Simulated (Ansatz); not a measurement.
# CH₈GeInN: one species, many methods

An exercise on one series of results from a longer session: the logs are not shown, and one member is left open.

Program: Ansatz 0.2.0, Gaussian basis. Level of theory: functionals in def2-TZVPP, the program's frozen cores in correlated methods. These are calculated values, not measurements.

Levels to be run: LDA (SPW92), PBE-D4, revPBE-D4, BLYP-D4, r2SCAN-D4, B97M-V, PBE0-D4, B3LYP-D4, r2SCANh-D4, r2SCAN0-D4, HSE06-D4, BHLYP-D4, CAM-B3LYP-D4, LC-ωPBE, ωB97X-V, ωB97M-V, B2PLYP, PBE-QIDH; CCSD(T)/def2-SVP; CCSD(T)/def2-TZVPP; MP2/def2-QZVPP; extrapolation to the limit; RPA on PBE.

## Structure used throughout

All runs share one geometry, relaxed beforehand with PBE0-D4 in a triple-zeta def2 set. In takes the def2 core potential; no spin-orbit term is included.

SMILES `C[N]([GeH3])[InH2]`, 12 atoms, charge 0, spin multiplicity 1.

Atoms are counted from 1 here; the program's logs count them from 0.

Bond lengths: C1–N2 1.453 Å, C1–H5 1.099 Å, C1–H6 1.095 Å, C1–H7 1.099 Å, N2–Ge3 1.835 Å, N2–In4 2.030 Å, Ge3–H8 1.537 Å, Ge3–H9 1.546 Å, Ge3–H10 1.546 Å, In4–H11 1.715 Å, In4–H12 1.709 Å. Angles: N2–C1–H5 112.2°, N2–C1–H6 111.2°, N2–C1–H7 112.2°, H5–C1–H6 106.9°, H5–C1–H7 107.0°, H6–C1–H7 106.9°, C1–N2–Ge3 114.8°, C1–N2–In4 121.3°, Ge3–N2–In4 123.8°, N2–Ge3–H8 107.7°, N2–Ge3–H9 110.3°, N2–Ge3–H10 110.3°, H8–Ge3–H9 110.4°, H8–Ge3–H10 110.4°, H9–Ge3–H10 107.8°, N2–In4–H11 112.2°, N2–In4–H12 115.8°, H11–In4–H12 132.0°.

Set-up of the first run:

File in.yaml:

```yaml
crystal:
  periodic: [false, false, false]
  atoms:
    - {symbol: C, position_ang: [0.033368, 1.394034, -0.561188]}
    - {symbol: N, position_ang: [-0.079245, 0.014929, -0.118204]}
    - {symbol: Ge, position_ang: [0.873747, -0.388061, 1.396935]}
    - {symbol: In, position_ang: [-1.216116, -1.328441, -1.129067]}
    - {symbol: H, position_ang: [1.070548, 1.671746, -0.796711]}
    - {symbol: H, position_ang: [-0.556587, 1.569047, -1.466437]}
    - {symbol: H, position_ang: [-0.325523, 2.104690, 0.196806]}
    - {symbol: H, position_ang: [0.641206, -1.873874, 1.714875]}
    - {symbol: H, position_ang: [0.403921, 0.494853, 2.575940]}
    - {symbol: H, position_ang: [2.378652, -0.115005, 1.171341]}
    - {symbol: H, position_ang: [-1.976398, -0.632819, -2.499637]}
    - {symbol: H, position_ang: [-1.247562, -2.911099, -0.484661]}
basis:
  gaussian: {orbitals: def2-TZVPP}
hamiltonian: {xc: lda}
output: {orbitals: {seedname: orbitals}}
```

Run with:

```sh
ansatz run in.yaml --threads 2 --pin off --events-out ev --progress --plain --max-ram 32768MiB --backend cuda --devices 0, --max-vram 18GiB
```

Steps of the session up to this table: LDA; PBE-D4 (GGA); revPBE-D4 (GGA); BLYP-D4 (GGA); r2SCAN-D4 (meta-GGA); B97M-V (meta-GGA); PBE0-D4 (hybrid); B3LYP-D4 (hybrid); r2SCANh-D4 (hybrid); r2SCAN0-D4 (hybrid); HSE06-D4 (hybrid); BHLYP-D4 (hybrid); CAM-B3LYP-D4 (range-separated); LC-ωPBE (range-separated); ωB97X-V (range-separated); ωB97M-V (range-separated); B2PLYP (double hybrid); PBE-QIDH (double hybrid).

One table of the session follows, with a row left open; its other results are not shown here.

It belongs to the step «Orbital energies across the functionals». 

| functional | HOMO (eV) | LUMO (eV) | gap (eV) |
| --- | --- | --- | --- |
| LDA (SPW92) | -5.48 | -2.23 | 3.24 |
| PBE-D4 | -5.33 | -2.01 | 3.32 |
| revPBE-D4 | -5.26 | -1.92 | 3.35 |
| BLYP-D4 | -5.23 | -1.98 | 3.25 |
| r2SCAN-D4 | -5.52 | -1.75 | 3.77 |
| B97M-V | -5.67 | -2.07 | 3.60 |
| PBE0-D4 | -6.48 | -1.33 | 5.15 |
| B3LYP-D4 | -6.30 | -1.59 | 4.71 |
| r2SCANh-D4 | -5.96 | -1.51 | 4.45 |
| r2SCAN0-D4 | -6.64 | -1.17 | 5.47 |
| HSE06-D4 | -6.09 | -1.68 | 4.40 |
| BHLYP-D4 | -7.61 | -0.73 | 6.88 |
| CAM-B3LYP-D4 | ? | ? | ? |
| LC-ωPBE | -9.10 | 0.49 | 9.59 |
| ωB97X-V | -8.80 | 0.36 | 9.15 |
| ωB97M-V | -8.72 | 0.05 | 8.77 |

Q: Estimate the row for CAM-B3LYP-D4 from the others.

**Answer.** HOMO (eV): -7.81; LUMO (eV): -0.56; gap (eV): 7.25. In the column «HOMO (eV)» it lies between ωB97M-V (-8.72) and BHLYP-D4 (-7.61).
